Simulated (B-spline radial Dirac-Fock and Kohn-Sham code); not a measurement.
# An X-ray data sheet for Eu²²⁺, step by step

Aim: for europium as Eu²²⁺, compute its X-ray form factor and Compton profile and the binding energy of each subshell.

The numbers are computed with B-spline radial Dirac-Fock and Kohn-Sham code (version 2): a free atom or ion on a radial basis; each step names its model.

## 1. What is computed

The Eu²²⁺ ion, 1s2 2s2 2p6 3s2 3p6 3d10 4s2 4p6 4d5.

| Property | Result |
| --- | --- |
| nuclear charge | 63 |
| electrons | 41 |
| mass number | 153 |
| nuclear rms radius | 5.1115 fm |

Outer shells as boxes (Hund's rule, for the drawing alone; heavy ions are jj-coupled, and the calculation averages over the configuration):

```
[Kr] core
4d [↑ ][↑ ][↑ ][↑ ][↑ ]
```

## 2. X-ray scattering functions

Model: Dirac-Fock average of configuration, finite nucleus; form factor of the spherical density, Waller-Hartree incoherent function, impulse-approximation Compton profiles.

Recorded inputs:

```ini
task = scatter
Z = 63
charge = 22
configuration = 1s2 2s2 2p6 3s2 3p6 3d10 4s2 4p6 4d5
mass_number = 153
rms_radius = 5.1115  # fm
s = [0.0, 0.05, 0.1, 0.15, 0.2, 0.25, 0.3, 0.35, 0.4, 0.45, 0.5, 0.6, 0.7, 0.8, 0.9, 1.0, 1.1, 1.2, 1.4, 1.6, 1.8, 2.0, 2.5, 3.0, 3.5, 4.0, 5.0, 6.0]  # 1/A
pz = [0, 0.1, 0.2, 0.3, 0.4, 0.5, 0.6, 0.8, 1.0, 1.2, 1.4, 1.6, 1.8, 2.0, 2.5, 3.0, 4.0, 5.0, 7.0, 10.0, 15.0, 20.0, 30.0, 40.0, 60.0, 100.0]  # a.u.
photon_energy = [1000, 5000, 17479.3, 20000, 100000, 200000, 500000, 1000000]  # eV
```

From the run's result record (rounded, not every field):

```text
{
  "status": "converged",
  "form_factor [e]": [41.0, 40.894, 40.578, 40.062, 39.359, 38.488, 37.471, 36.334, 35.103, 33.804, 32.465, 29.763, 27.162, 24.78, 22.679, 20.874, 19.344, 18.049, 15.96, 14.254, 12.721, 11.295, 8.3214, 6.4255, 5.3814, 4.7607, 3.8284, 2.978],
  "incoherent": [1.9993e-11, 0.094002, 0.37178, 0.82109, 1.4229, 2.1532, 2.9853, 3.8919, 4.8472, 5.8285, 6.8168, 8.7612, 10.612, 12.347, 13.967, 15.477, 16.878, 18.17, 20.439, 22.339, 23.961, 25.388, 28.364, 30.683, 32.499, 33.94, 36.038, 37.412],
  "compton_total [1/a.u.]": [2.8015, 2.8007, 2.7982, 2.794, 2.7882, 2.7807, 2.7715, 2.7479, 2.7175, 2.6802, 2.6359, 2.5849, 2.5273, 2.4637, 2.282, 2.0788, 1.6702, 1.3356, 0.9317, 0.59977, 0.29105, 0.15603, 0.05658, 0.025362, 0.0074671, 0.0012442],
  "shells": ["1s1/2", "2s1/2", "2p1/2", "2p3/2", "3s1/2", "3p1/2", "3p3/2", "3d3/2", "3d5/2", "4s1/2", "4p1/2", "4p3/2", "4d3/2", "4d5/2"],
  "occupation": [2.0, 2.0, 2.0, 4.0, 2.0, 2.0, 4.0, 4.0, 6.0, 2.0, 2.0, 4.0, 2.0, 3.0],
  "mean_momentum [a.u.]": [61.357, 21.869, 29.067, 26.74, 11.022, 13.163, 12.488, 14.934, 14.683, 6.0815, 6.8099, 6.5743, 7.3338, 7.2504],
  "r2 [bohr^2]": 5.7764,
  "r_inverse [1/bohr]": 399.07,
  "r1 [bohr]": 12.168,
  "coherent [b]": [1110.8, 956.72, 406.9, 352.46, 33.142, 9.7019, 1.73, 0.44699],
  "incoherent_cross_section [b]": [0.080668, 1.6975, 8.4143, 9.3743, 16.501, 15.244, 11.539, 8.569],
  "radial_jk": {
    "4d": {"j0": [1.0, 0.99321, 0.97307, 0.9403, 0.89607, 0.84191, 0.77961, 0.71119, 0.63874, 0.56435, 0.48999, 0.34836, 0.22525, 0.12736, 0.056805, 0.011998, -0.011108, -0.017732, -0.0022934, 0.024672, 0.045171, 0.053993, 0.040312, 0.015474, 0.00034903, -0.0054582, -0.0053997, -0.0028106], "j2": [0.0, 0.0027144, 0.010718, 0.0236, 0.040707, 0.061186, 0.084039, 0.10818, 0.13252, 0.15598, 0.17762, 0.2123, 0.23214, 0.23579, 0.22457, 0.20169, 0.17128, 0.13751, 0.073374, 0.026849, 0.0017981, -0.0060122, 0.0083558, 0.023931, 0.026904, 0.022637, 0.011245, 0.0045169], "j4": [0.0, 2.6111e-06, 4.1315e-05, 0.00020532, 0.00063233, 0.0014934, 0.0029743, 0.0052547, 0.0084891, 0.012789, 0.01821, 0.032313, 0.049961, 0.069463, 0.088675, 0.10547, 0.11814, 0.12564, 0.1245, 0.10619, 0.079298, 0.051871, 0.007055, -0.0025725, 0.0028797, 0.0096224, 0.014268, 0.011654], "r2": 0.3699, "r4": 0.20265, "r6": 0.14987}
  }
}
```

The scattering functions against s = sin θ / λ:

```csv
s (1/Å),f (e),f / N,S(s)
0,41.00,1.000,0
0.100,40.58,0.990,0.3718
0.200,39.36,0.960,1.423
0.300,37.47,0.914,2.985
0.400,35.10,0.856,4.847
0.500,32.47,0.792,6.817
0.700,27.16,0.662,10.61
0.900,22.68,0.553,13.97
1.10,19.34,0.472,16.88
1.40,15.96,0.389,20.44
1.80,12.72,0.310,23.96
2.50,8.321,0.203,28.36
3.50,5.381,0.131,32.50
5.00,3.828,0.093,36.04
```

## 3. Binding energies

Model: Dirac-Fock average of configuration, Delta-SCF, finite nucleus, first-order Breit with its frequency dependence, self-energy and vacuum polarisation.

Settings, as recorded:

```ini
task = binding
```

From the run's result record (rounded, not every field):

```text
{
  "status": "converged",
  "shells": ["K", "L1", "L2", "L3", "M1", "M2", "M3", "M4", "M5", "N1", "N2", "N3", "N4,5"],
  "total_energy_parts [Ha]": [-10644.5935, 10.9256101, -1.1432688, -0.145978113, 7.66829767, -1.18137546],
  "koopmans [eV]": [49446.2, 8773.11, 8336.63, 7686.73, 2468.87, 2280.75, 2144.08, 1823.5, 1794.14, 955.801, 875.692, 839.915, 711.718],
  "dirac_coulomb [eV]": [49386.3, 8746.01, 8305.58, 7657.69, 2460.97, 2272.18, 2136.2, 1813.74, 1784.68, 954.556, 874.416, 838.764, 710.587],
  "gaunt [eV]": [-148.285, -15.2408, -26.3843, -18.7188, -2.65449, -4.71696, -3.18593, -1.87084, -1.21355, -0.691924, -1.18393, -0.78963, -0.298769],
  "retardation [eV]": [11.1126, 1.18644, 2.9244, 2.91962, 0.198077, 0.517947, 0.520332, 0.169837, 0.166897, 0.066375, 0.145742, 0.147176, 0.0549822],
  "breit_frequency [eV]": [1.77808, -0.158952, -0.00645578, 0.766352, -0.04266, -0.0360932, 0.145417, -0.0209058, -0.0048969, -0.0119715, -0.01151, 0.0376881, -0.00378599],
  "self_energy [eV]": [-83.1366, -11.0966, 0.380752, -0.573284, -2.45477, 0.0613403, -0.122762, 0.211395, 0.127522, -0.652957, 0.0203438, -0.0283081, 0.0420877],
  "vacuum_polarisation [eV]": [13.3879, 1.66255, 0.00989505, -0.0742622, 0.355908, -0.000187317, -0.0207004, -0.021248, -0.0205629, 0.0948856, -0.000291673, -0.00585656, -0.00550678],
  "binding [eV]": [49181.1, 8722.36, 8282.5, 7642.01, 2456.37, 2268.01, 2133.53, 1812.21, 1783.74, 953.36, 873.386, 838.125, 710.376],
  "mean_radius [bohr]": [0.0223153, 0.0944809, 0.079138, 0.0858203, 0.247071, 0.236956, 0.249246, 0.221674, 0.225529, 0.53345, 0.538737, 0.559348, 0.571733]
}
```

total_energy_parts: Dirac-Coulomb, Gaunt, retardation, frequency dependence, self-energy, vacuum polarisation. 

Each level as Koopmans' value plus corrections (eV):

```csv
level,-ε,relaxation,Breit,QED,binding
1s,49446.2,-59.98,-135.39,-69.75,49181.1
2s,8773.1,-27.10,-14.21,-9.43,8722.4
2p1/2,8336.6,-31.06,-23.47,0.39,8282.5
2p3/2,7686.7,-29.04,-15.03,-0.65,7642.0
3s,2468.9,-7.90,-2.50,-2.10,2456.4
3p1/2,2280.7,-8.56,-4.24,0.06,2268.0
3p3/2,2144.1,-7.88,-2.52,-0.14,2133.5
3d3/2,1823.5,-9.76,-1.72,0.19,1812.2
3d5/2,1794.1,-9.45,-1.05,0.11,1783.7
4s,955.8,-1.25,-0.64,-0.56,953.4
4p1/2,875.7,-1.28,-1.05,0.02,873.4
4p3/2,839.9,-1.15,-0.60,-0.03,838.1
4d,711.7,-1.13,-0.25,0.04,710.4
```

Line energies follow by subtraction:

```csv
line,energy (eV)
Kβ2' (K-N3),48343.0
Kβ2'' (K-N2),48307.7
Kβ1 (K-M3),47047.6
Kβ3 (K-M2),46913.1
Kα1 (K-L3),41539.1
Kα2 (K-L2),40898.6
Lγ3 (L1-N3),7884.2
Lγ2 (L1-N2),7849.0
Lγ5 (L2-N1),7329.1
Lβ6 (L3-N1),6688.7
Lβ3 (L1-M3),6588.8
Lβ1 (L2-M4),6470.3
Lβ4 (L1-M2),6454.4
Lα1 (L3-M5),5858.3
```

## 4. Summary of results

| quantity | value |
| --- | --- |
| rms radius of the electron cloud | 0.375 bohr |
| form factor halves at | 1.0 1/Å |
| Compton profile at zero | 2.802 1/a.u. |
| deepest level listed, K (1s) | 49181.1 eV |
| least bound, N4,5 (4d) | 710.4 eV |
| Kα1 | 41539.1 eV |
| ionisation energy, NIST (theoretical) | 709.000 eV |

f falls from 41 to half of that at s = 1.0 1/Å. Incoherent scattering outweighs coherent from 200 keV on, among the energies asked. The K (1s) level lies 60.0 eV under Koopmans' value by relaxation alone; Breit gives -135.39 and QED -69.75 eV. NIST's ionisation energy differs by -1.38 eV from the least binding energy, within its stated uncertainty. The Hartree-Fock and Dirac-Fock values hold no electron correlation.
